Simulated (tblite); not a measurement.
# C2H10GeOSi: the cost of one run

Computed with tblite 0.8.0 and PySCF 2.14.0; each step states its level. No surroundings beyond the atoms listed, unless a continuum is named. Atoms count from 0, parts from 1.

## 1. The system as given

15 atoms, charge 0, multiplicity 1; geometry: distance geometry start.

## 2. Geometry optimisation with GFN2-xTB

What the job is given:

```
{"job": {"kind": "relax", "xc": "GFN2-xTB", "basis": "xTB"}, "charge": 0, "multiplicity": 1}
Si    -0.000748     0.078062     0.184083
C     -0.041710    -1.728710     0.581825
C     -1.536872     0.535874    -0.712219
O      1.406182     0.446534    -0.784406
Ge     1.608833    -0.075084    -2.588029
H      0.072567     0.819196     1.405644
H     -0.647277    -2.231034    -0.124950
H     -0.385772    -1.861612     1.521802
H      0.935431    -2.113578     0.499427
H     -2.112237    -0.309683    -0.853178
H     -2.053562     1.238923    -0.166061
H     -1.271683     0.937354    -1.647535
H      1.385471    -1.522756    -2.723579
H      0.641325     0.696090    -3.445137
H      3.042428     0.241388    -3.037896
```

With the program's defaults for keys left out, this is: GFN2-xTB geometry optimisation, gas phase.

The run is started by

```console
$ OMP_NUM_THREADS=1 python cluster_run.py task.json out
```

The driver reads the jobs from task.json and runs them one after another.

**Question.** How long does this first job take on 1 thread of Arm Neoverse V2, shared host?

About 2.7 s.
